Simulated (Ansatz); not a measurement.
**AlClF₂: a spread of methods and bases**

Aim: run AlClF₂ under a spread of inputs, and see what each costs and gives.

Program: Ansatz 0.2.0, Gaussian basis. Level of theory: the settings change from run to run. These are calculated values, not measurements.

## Step 1: The molecule

An earlier PBE0-D4 in a triple-zeta def2 set relaxation fixed the geometry.

SMILES `[F][Al]([F])[Cl]`, 4 atoms, charge 0, spin multiplicity 1.

Atoms are counted from 1 here; the program's logs count them from 0.

Bond lengths: F1–Al2 1.631 Å, Al2–F3 1.631 Å, Al2–Cl4 2.061 Å. Angles: F1–Al2–F3 119.0°, F1–Al2–Cl4 120.5°, F3–Al2–Cl4 120.5°.

## Step 2: wB97X/ANO-RCC-VTZP

Set apart from the defaults: finite nuclei, the search for lower states set to full.

File in.yaml:

```yaml
crystal:
  periodic: [false, false, false]
  atoms:
    - {symbol: F, position_ang: [1.012181, 0.706385, 1.143912]}
    - {symbol: Al, position_ang: [0.083310, -0.065913, 0.048476]}
    - {symbol: F, position_ang: [0.287096, -1.668899, -0.170916]}
    - {symbol: Cl, position_ang: [-1.327088, 0.968126, -1.041772]}
basis:
  gaussian: {orbitals: ANO-RCC-VTZP, nuclear_model: gaussian}
hamiltonian: {xc: {name: wB97X}}
scf: {lower_state_search: full}
```

Launch:

```sh
> ansatz run in.yaml --threads 4 --pin off --events-out ev --progress --plain --max-ram 10444MiB
```

What it wrote:

```text
Functional definition: wB97X
  name "wB97X"
  cite "Chai & Head-Gordon, J. Chem. Phys. 128, 084106 (2008) doi:10.1063/1.2834918"
  cite "Becke, J. Chem. Phys. 107, 8554 (1997) doi:10.1063/1.475007"
  parameter omega = 0.3/bohr
  parameter cx = 0.157706
  parameter cx1 = 0.726479
  parameter cx2 = 1.04760
  parameter cx3 = -5.70635
  parameter cx4 = 13.2794
  parameter css1 = -4.33879
  parameter css2 = 18.2308
  parameter css3 = -31.7430
  parameter css4 = 17.2901
  parameter cos1 = 2.37031
  parameter cos2 = -11.3995
  parameter cos3 = 6.58405
  parameter cos4 = -3.78132
  # The coefficients of nought are those of the uniform gas.
  exchange = spin_sum(e_x_unif_sr(omega)*poly(b97_u_x, 1 - cx, cx1, cx2, cx3, cx4)) + cx*exact_x_sr(omega)
      + exact_x_lr(omega)
  correlation = spin_sum(e_c_pw_same_spin*poly(b97_u_same, 1, css1, css2, css3, css4))
      + integral(e_c_pw_opposite_spin*poly(b97_u_opposite, 1, cos1, cos2, cos3, cos4))
1146 factors; their error is unknown
205 factors; integrals over basis functions are off by at most 4.2e-6 eV
mean field evaluation 1: about -24613.1818 eV, gradient 5.1e1 eV
mean field evaluation 2: about -24612.1540 eV, gradient 6.3e1 eV
mean field evaluation 4: about -24617.0803 eV, gradient 1.0e0 eV
mean field evaluation 8: about -24617.1212 eV, gradient 5.9e-2 eV
mean field evaluation 16: about -24613.2210 eV, gradient 5.1e1 eV
mean field -24617.12123485 eV, -904.6625192966 hartree, gradient 2.9e-5 eV, S^2 0.000000; 0 other end points of the search recorded, 0 dependent functions left out
reference -24617.12118747 eV, -904.6625175553 hartree; 24, 24 occupied and 104, 104 virtual orbitals, 1146 factors
Total energy: -24617.12118747 eV, -904.6625175553 hartree
Relativity: scalar
```

It took 4.2 s on 4 threads of Arm Neoverse V1, shared host.

## Step 3: r2SCAN50/def2-TZVPD

Options: finite nuclei, a point charge of 2.00 e beside it, D4 dispersion, relativity set to scalar.

in.yaml, as its differences from that of step 2:

```diff
@@ -8,4 +8,3 @@
 basis:
-  gaussian: {orbitals: ANO-RCC-VTZP, nuclear_model: gaussian}
-hamiltonian: {xc: {name: wB97X}}
-scf: {lower_state_search: full}
+  gaussian: {orbitals: def2-TZVPD, nuclear_model: gaussian, point_charges: [{charge: 2.00, position_ang: [5.493, 0.337, 0.371]}]}
+hamiltonian: {xc: {name: r2SCAN50}, dispersion: d4, pseudopotentials: {relativity: scalar}}
```

The command is unchanged.

What it wrote, cut to the lines that bear on the results:

```text
Functional definition: r2SCAN50
  name "r2SCAN50"
  cite "Bursch, Neugebauer, Ehlert & Grimme, J. Chem. Phys. 156, 134105 (2022) doi:10.1063/5.0086040"
  cite "Furness, Kaplan, Ning, Perdew & Sun, J. Phys. Chem. Lett. 11, 8208 (2020) doi:10.1021/acs.jpclett.0c02405"
  cite "Furness, Kaplan, Ning, Perdew & Sun, J. Phys. Chem. Lett. 11, 9248 (2020) doi:10.1021/acs.jpclett.0c03077"
  parent r2scan
[...]
1076 factors; their error is unknown
[...]
mean field -24606.44938061 eV, -904.2703358869 hartree, gradient 2.1e-5 eV, S^2 0.000000; 0 other end points of the search recorded, 0 dependent functions left out
reference -24606.44939340 eV, -904.2703363571 hartree; 24, 24 occupied and 145, 145 virtual orbitals, 1076 factors
Total energy: -24606.47332598 eV, -904.2712158631 hartree
Relativity: scalar
```

Wall time 3.2 s (4 threads of Arm Neoverse V1, shared host); peak memory 0.39 GiB.

## Step 4: BCCD(T)/cc-pVTZ

This run has high accuracy.

File in.yaml:

```yaml
crystal:
  periodic: [false, false, false]
  atoms:
    - {symbol: F, position_ang: [1.012181, 0.706385, 1.143912]}
    - {symbol: Al, position_ang: [0.083310, -0.065913, 0.048476]}
    - {symbol: F, position_ang: [0.287096, -1.668899, -0.170916]}
    - {symbol: Cl, position_ang: [-1.327088, 0.968126, -1.041772]}
basis:
  gaussian: {orbitals: cc-pVTZ}
hamiltonian: {xc: {name: HF}}
correlation: {method: bccd_t}
accuracy: high
```

The command is unchanged.

What it wrote, cut to the lines that bear on the results:

```text
Functional definition: HF
  name "HF"
  cite "Fock, Z. Phys. 61, 126 (1930) doi:10.1007/BF01340294"
  parent pbe
[...]
2010 factors; integrals over basis functions are off by at most 3.4e-9 eV
[...]
mean field -24507.55717398 eV, -900.6361143250 hartree, gradient 9.0e-9 eV, S^2 0.000000; 0 other end points of the search recorded, 0 dependent functions left out
12 core orbitals not correlated: weight in the atoms' cores, before any rotation towards them, 1.000 or more for the frozen orbitals, at most 0.000 for the correlated occupied ones
reference -24507.55717398 eV, -900.6361143250 hartree; 12, 12 occupied and 104, 104 virtual orbitals, 2010 factors
second order -20.69945066 eV of doubles, -0.00000000 eV of singles
cycle   1  -20.61400204 eV  change    8.5e-2 eV  update   8.8e-2
[...]
cycle  19  -21.03137240 eV  change  -3.7e-10 eV  update   2.5e-9
perturbative correction -0.70743457 eV, -0.0259977409 hartree
Total energy: -24529.29598095 eV, -901.4350007458 hartree
```

Wall time 12 s (4 threads of Arm Neoverse V1, shared host); peak memory 1.3 GiB.

## Step 5: rPW86-PBE/aug-cc-pVDZ

Set apart from the defaults: multiplicity 3, D3(BJ) dispersion.

in.yaml, as its differences from that of step 4:

```diff
@@ -8,5 +8,4 @@
 basis:
-  gaussian: {orbitals: cc-pVTZ}
-hamiltonian: {xc: {name: HF}}
-correlation: {method: bccd_t}
-accuracy: high
+  gaussian: {orbitals: aug-cc-pVDZ}
+magnetization: {spin_polarized: true, initial_magnetization: 2}
+hamiltonian: {xc: {name: rPW86-PBE}, dispersion: d3bj}
```

The command is unchanged.

What it wrote, cut to the lines that bear on the results:

```text
Functional definition: rPW86-PBE
  name "rPW86-PBE"
  cite "Murray, Lee & Langreth, J. Chem. Theory Comput. 5, 2754 (2009) doi:10.1021/ct900365q"
  cite "Perdew, Burke & Ernzerhof, Phys. Rev. Lett. 77, 3865 (1996) doi:10.1103/PhysRevLett.77.3865"
  parent pbe
[...]
1015 factors; their error is unknown
[...]
mean field -24579.41207676 eV, -903.2767332971 hartree, gradient 1.0e-5 eV, S^2 2.002469; 9 other end points of the search recorded, 0 dependent functions left out
reference -24579.41221005 eV, -903.2767381952 hartree; 25, 23 occupied and 75, 77 virtual orbitals, 1015 factors
Total energy: -24579.47254824 eV, -903.2789555828 hartree
```

It took 20 s on 4 threads of Arm Neoverse V1, shared host.

⟨S²⟩ 2.002.

## Step 6: wB97/def2-SVPD

in.yaml, as its differences from that of step 5:

```diff
@@ -8,4 +8,3 @@
 basis:
-  gaussian: {orbitals: aug-cc-pVDZ}
-magnetization: {spin_polarized: true, initial_magnetization: 2}
-hamiltonian: {xc: {name: rPW86-PBE}, dispersion: d3bj}
+  gaussian: {orbitals: def2-SVPD}
+hamiltonian: {xc: {name: wB97}}
```

The command is unchanged.

What it wrote, cut to the lines that bear on the results:

```text
Functional definition: wB97
  name "wB97"
  cite "Chai & Head-Gordon, J. Chem. Phys. 128, 084106 (2008) doi:10.1063/1.2834918"
  cite "Becke, J. Chem. Phys. 107, 8554 (1997) doi:10.1063/1.475007"
[...]
  # The coefficients of nought are those of the uniform gas.
[...]
      + integral(e_c_pw_opposite_spin*poly(b97_u_opposite, 1, cos1, cos2, cos3, cos4))
875 factors; their error is unknown
371 factors; integrals over basis functions are off by at most 2.7e-5 eV
[...]
mean field -24548.76398099 eV, -902.1504365514 hartree, gradient 5.7e-6 eV, S^2 0.000000; 0 other end points of the search recorded, 0 dependent functions left out
reference -24548.76396903 eV, -902.1504361121 hartree; 24, 24 occupied and 73, 73 virtual orbitals, 875 factors
Total energy: -24548.76396903 eV, -902.1504361121 hartree
```

Run time: 1.8 s. Hardware: 4 threads of Arm Neoverse V1, shared host.

## Step 7: wPBEh/def2-mTZVPP

This run has atoms shaken by 0.03 Å, a grid of angular degree 47.

File in.yaml:

```yaml
crystal:
  periodic: [false, false, false]
  atoms:
    - {symbol: F, position_ang: [0.981138, 0.696183, 1.172357]}
    - {symbol: Al, position_ang: [0.083165, 0.008266, 0.041083]}
    - {symbol: F, position_ang: [0.252085, -1.640100, -0.141926]}
    - {symbol: Cl, position_ang: [-1.318707, 0.998071, -1.045237]}
basis:
  gaussian: {orbitals: def2-mTZVPP, final_grid: {core_spheres: 20, valence_spheres: 16, degree: 47}}
hamiltonian: {xc: {name: wPBEh}}
```

Launched as before.

What it wrote, cut to the lines that bear on the results:

```text
Functional definition: wPBEh
  name "wPBEh"
  cite "Heyd, Scuseria & Ernzerhof, J. Chem. Phys. 118, 8207 (2003) doi:10.1063/1.1564060"
  cite "Krukau, Vydrov, Izmaylov & Scuseria, J. Chem. Phys. 125, 224106 (2006) doi:10.1063/1.2404663"
  cite "Heyd & Scuseria, J. Chem. Phys. 120, 7274 (2004) doi:10.1063/1.1668634"
  cite "Ernzerhof & Perdew, J. Chem. Phys. 109, 3313 (1998) doi:10.1063/1.476928"
  cite "Perdew, Burke & Ernzerhof, Phys. Rev. Lett. 77, 3865 (1996) doi:10.1103/PhysRevLett.77.3865"
  parent pbe
[...]
848 factors; their error is unknown
61 factors; integrals over basis functions are off by at most 4.8e-7 eV
[...]
mean field -24551.01149043 eV, -902.2330310001 hartree, gradient 1.3e-5 eV, S^2 0.000000; 0 other end points of the search recorded, 0 dependent functions left out
reference -24551.01152645 eV, -902.2330323236 hartree; 24, 24 occupied and 73, 73 virtual orbitals, 848 factors
Total energy: -24551.01152645 eV, -902.2330323236 hartree
```

Run time: 1.2 s. Hardware: 4 threads of Arm Neoverse V1, shared host.

## Step 8: PBE/x2c-TZVPPall

Options: unrestricted orbitals, a point charge of 2.00 e beside it, D3(BJ) dispersion, the search for lower states set to full.

File in.yaml:

```yaml
crystal:
  periodic: [false, false, false]
  atoms:
    - {symbol: F, position_ang: [1.012181, 0.706385, 1.143912]}
    - {symbol: Al, position_ang: [0.083310, -0.065913, 0.048476]}
    - {symbol: F, position_ang: [0.287096, -1.668899, -0.170916]}
    - {symbol: Cl, position_ang: [-1.327088, 0.968126, -1.041772]}
basis:
  gaussian: {orbitals: x2c-TZVPPall, point_charges: [{charge: 2.00, position_ang: [4.499, 0.358, -0.439]}]}
magnetization: {spin_polarized: true, initial_magnetization: 0}
hamiltonian: {xc: {name: PBE}, dispersion: d3bj}
scf: {lower_state_search: full}
```

The command is unchanged.

What it wrote:

```text
Functional definition: PBE
  name "PBE"
  cite "Perdew, Burke & Ernzerhof, Phys. Rev. Lett. 77, 3865 (1996) doi:10.1103/PhysRevLett.77.3865"
  parent pbe
  parameter kappa = 0.804
  parameter beta = 0.06672455060314922
  exchange = pbe_x(kappa = kappa, mu = beta*pi^2/3)
  correlation = pbe_c(beta = beta)
876 factors; their error is unknown
mean field evaluation 1: about -24599.1653 eV, gradient 4.2e1 eV
mean field evaluation 2: about -24573.6564 eV, gradient 1.0e2 eV
mean field evaluation 4: about -24604.0840 eV, gradient 4.0e0 eV
mean field evaluation 8: about -24604.1386 eV, gradient 1.9e-1 eV
mean field evaluation 16: about -24604.1295 eV, gradient 2.7e-5 eV
mean field -24604.12948398 eV, -904.1850812583 hartree, gradient 2.7e-5 eV, S^2 0.000000; 0 other end points of the search recorded, 0 dependent functions left out
reference -24604.12952403 eV, -904.1850827303 hartree; 24, 24 occupied and 122, 122 virtual orbitals, 876 factors
Total energy: -24604.18877584 eV, -904.1872601941 hartree
Relativity: scalar
```

Run time: 1.6 s. Hardware: 4 threads of Arm Neoverse V1, shared host.

⟨S²⟩ 0.000.

## Step 9: wB97X/def2-TZVPP

Options: unrestricted orbitals.

in.yaml, as its differences from that of step 8:

```diff
@@ -8,5 +8,4 @@
 basis:
-  gaussian: {orbitals: x2c-TZVPPall, point_charges: [{charge: 2.00, position_ang: [4.499, 0.358, -0.439]}]}
+  gaussian: {orbitals: def2-TZVPP}
 magnetization: {spin_polarized: true, initial_magnetization: 0}
-hamiltonian: {xc: {name: PBE}, dispersion: d3bj}
-scf: {lower_state_search: full}
+hamiltonian: {xc: {name: wB97X}}
```

The command is unchanged.

What it wrote, cut to the lines that bear on the results:

```text
Functional definition: wB97X
  name "wB97X"
  cite "Chai & Head-Gordon, J. Chem. Phys. 128, 084106 (2008) doi:10.1063/1.2834918"
  cite "Becke, J. Chem. Phys. 107, 8554 (1997) doi:10.1063/1.475007"
[...]
  # The coefficients of nought are those of the uniform gas.
[...]
      + exact_x_lr(omega)
[...]
      + integral(e_c_pw_opposite_spin*poly(b97_u_opposite, 1, cos1, cos2, cos3, cos4))
901 factors; their error is unknown
156 factors; integrals over basis functions are off by at most 4.6e-5 eV
[...]
mean field -24561.18551325 eV, -902.6069194424 hartree, gradient 9.1e-6 eV, S^2 0.000000; 0 other end points of the search recorded, 0 dependent functions left out
reference -24561.18548391 eV, -902.6069183641 hartree; 24, 24 occupied and 122, 122 virtual orbitals, 901 factors
Total energy: -24561.18548391 eV, -902.6069183641 hartree
```

Wall time 4.6 s (4 threads of Arm Neoverse V1, shared host); peak memory 0.49 GiB.

⟨S²⟩ 0.000.

## Step 10: PBE-QIDH/6-31G

Set apart from the defaults: the search for lower states set to full.

in.yaml, as its differences from that of step 9:

```diff
@@ -8,4 +8,4 @@
 basis:
-  gaussian: {orbitals: def2-TZVPP}
-magnetization: {spin_polarized: true, initial_magnetization: 0}
-hamiltonian: {xc: {name: wB97X}}
+  gaussian: {orbitals: 6-31G}
+hamiltonian: {xc: {name: PBE-QIDH}}
+scf: {lower_state_search: full}
```

The command is unchanged.

What it wrote, cut to the lines that bear on the results:

```text
Functional definition: PBE-QIDH
  name "PBE-QIDH"
  cite "Brémond, Sancho-García, Pérez-Jiménez & Adamo, J. Chem. Phys. 141, 031101 (2014) doi:10.1063/1.4890314"
  cite "Perdew, Burke & Ernzerhof, Phys. Rev. Lett. 77, 3865 (1996) doi:10.1103/PhysRevLett.77.3865"
[...]
438 factors; integrals over basis functions are off by at most 1.4e-4 eV
[...]
mean field -24530.19346900 eV, -901.4679828234 hartree, gradient 2.5e-6 eV, S^2 0.000000; 0 other end points of the search recorded, 0 dependent functions left out
12 core orbitals not correlated: weight in the atoms' cores, before any rotation towards them, 1.000 or more for the frozen orbitals, at most 0.000 for the correlated occupied ones
reference -24530.19348293 eV, -901.4679833352 hartree; 12, 12 occupied and 20, 20 virtual orbitals, 438 factors
second order -9.94965998 eV of doubles, -0.00000000 eV of singles
Total energy: -24533.51003625 eV, -901.5898644219 hartree
```

It took 0.6 s on 4 threads of Arm Neoverse V1, shared host.

## Step 11: All runs side by side

```csv
level,charge,multiplicity,geometry,functions,energy (eV),time
wB97X/ANO-RCC-VTZP,0,1,relaxed,128,-24617.121,4.2 s
r2SCAN50/def2-TZVPD,0,1,"relaxed, point charge",169,-24606.473,3.2 s
BCCD(T)/cc-pVTZ,0,1,relaxed,128,-24529.296,12 s
rPW86-PBE/aug-cc-pVDZ,0,3,relaxed,100,-24579.473,20 s
wB97/def2-SVPD,0,1,relaxed,97,-24548.764,1.8 s
wPBEh/def2-mTZVPP,0,1,shaken,97,-24551.012,1.2 s
PBE/x2c-TZVPPall,0,1,"relaxed, point charge",146,-24604.189,1.6 s
wB97X/def2-TZVPP,0,1,relaxed,146,-24561.185,4.6 s
PBE-QIDH/6-31G,0,1,relaxed,44,-24533.510,0.6 s
```

## Step 12: Summary of results

```
                                         quantity                        value
                                             runs                            9
                                         quickest        PBE-QIDH/6-31G, 0.6 s
                                          slowest  rPW86-PBE/aug-cc-pVDZ, 20 s
spread of total energies, same state and geometry                      87.8 eV
```

What this shows: Run time spans a factor of 33, from PBE-QIDH/6-31G to rPW86-PBE/aug-cc-pVDZ. The jobs differ in tasks and options as well as level. The totals spread over 88 eV; they can't be compared across methods or bases. Some of these runs are scalar-relativistic and others not, which shifts the totals of all-electron atoms past neon by eV; core potentials, where a basis has them, take the core out of the total altogether.
